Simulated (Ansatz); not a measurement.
**C₂H₇Cl₂NSi₂: up Jacob's ladder to CCSD(T)**

An exercise on one series of results from a longer session: the logs are not shown, and one member is left open.

Computed with Ansatz 0.2.0, Gaussian basis. Level: functionals in def2-TZVPP, the program's frozen cores in correlated methods.

Levels to be run: PBE-D4, r2SCAN-D4, PBE0-D4, B3LYP-D4, ωB97X-V, ωB97M-V, B2PLYP; CCSD(T)/def2-TZVPP; MP2/def2-QZVPP; extrapolation to the limit.

## The geometry

All runs share one geometry, relaxed beforehand with PBE0-D4 in a triple-zeta def2 set.

SMILES `C=CN([SiH2]Cl)[SiH2]Cl`, 14 atoms, charge 0, spin multiplicity 1.

Atoms are counted from 1 here; the program's logs count them from 0.

Bond lengths: C1–C2 1.331 Å, C1–H8 1.085 Å, C1–H9 1.081 Å, C2–N3 1.404 Å, C2–H10 1.087 Å, N3–Si4 1.733 Å, N3–Si6 1.741 Å, Si4–Cl5 2.054 Å, Si4–H11 1.479 Å, Si4–H12 1.473 Å, Si6–Cl7 2.048 Å, Si6–H13 1.479 Å, Si6–H14 1.479 Å. Angles: C2–C1–H8 123.7°, C2–C1–H9 119.6°, H8–C1–H9 116.7°, C1–C2–N3 126.5°, C1–C2–H10 119.2°, N3–C2–H10 114.3°, C2–N3–Si4 118.2°, C2–N3–Si6 116.5°, Si4–N3–Si6 125.0°, N3–Si4–Cl5 112.1°, N3–Si4–H11 106.3°, N3–Si4–H12 111.2°, Cl5–Si4–H11 107.3°, Cl5–Si4–H12 107.4°, H11–Si4–H12 112.6°, N3–Si6–Cl7 107.8°, N3–Si6–H13 110.7°, N3–Si6–H14 110.9° and more.

Set-up of the first run:

Input file in.yaml:

```yaml
crystal:
  periodic: [false, false, false]
  atoms:
    - {symbol: C, position_ang: [-0.766694, 2.054657, -0.385664]}
    - {symbol: C, position_ang: [0.225607, 1.171026, -0.463811]}
    - {symbol: N, position_ang: [0.164274, -0.187686, -0.114610]}
    - {symbol: Si, position_ang: [1.604811, -1.138611, -0.269110]}
    - {symbol: Cl, position_ang: [2.601067, -1.326201, 1.517644]}
    - {symbol: Si, position_ang: [-1.321412, -0.737520, 0.606985]}
    - {symbol: Cl, position_ang: [-1.065997, -2.696282, 1.147294]}
    - {symbol: H, position_ang: [-1.762845, 1.811024, -0.032184]}
    - {symbol: H, position_ang: [-0.595220, 3.077799, -0.689136]}
    - {symbol: H, position_ang: [1.193954, 1.494029, -0.836739]}
    - {symbol: H, position_ang: [2.492511, -0.399295, -1.192257]}
    - {symbol: H, position_ang: [1.297183, -2.497253, -0.747788]}
    - {symbol: H, position_ang: [-1.631691, 0.044130, 1.823175]}
    - {symbol: H, position_ang: [-2.435547, -0.669828, -0.363809]}
basis:
  gaussian: {orbitals: def2-TZVPP}
hamiltonian: {xc: pbe, dispersion: d4}
output: {forces: true, orbitals: {seedname: orbitals}}
```

On the command line:

```sh
ansatz run in.yaml --threads 2 --pin off --events-out ev --progress --plain --max-ram 32768MiB --backend cuda --devices 0, --max-vram 18GiB
```

Among the steps run: PBE-D4 (GGA); r2SCAN-D4 (meta-GGA); PBE0-D4 (hybrid); B3LYP-D4 (hybrid); ωB97X-V (range-separated); ωB97M-V (range-separated); B2PLYP (double hybrid); CCSD(T) in def2-TZVPP; MP2 in def2-QZVPP.

One table of the session follows, with a row left open; its other results are not shown here.

| method | atomisation energy (kcal/mol) |
| --- | --- |
| PBE-D4 | 1232.4 |
| r2SCAN-D4 | 1217.9 |
| PBE0-D4 | 1216.7 |
| B3LYP-D4 | 1214.0 |
| ωB97X-V | 1222.8 |
| ωB97M-V | 1222.2 |
| B2PLYP | 1198.4 |
| HF/def2-TZVPP | ? |
| MP2/def2-TZVPP | 1202.3 |
| CCSD/def2-TZVPP | 1160.9 |
| CCSD(T)/def2-TZVPP | 1180.4 |
| MP2/CBS | 1238.6 |
| CCSD(T)/CBS | 1216.7 |

**Question.** Estimate the row for HF/def2-TZVPP.

**Answer.** atomisation energy (kcal/mol): 891.9. In the column «atomisation energy (kcal/mol)» it is the lowest.
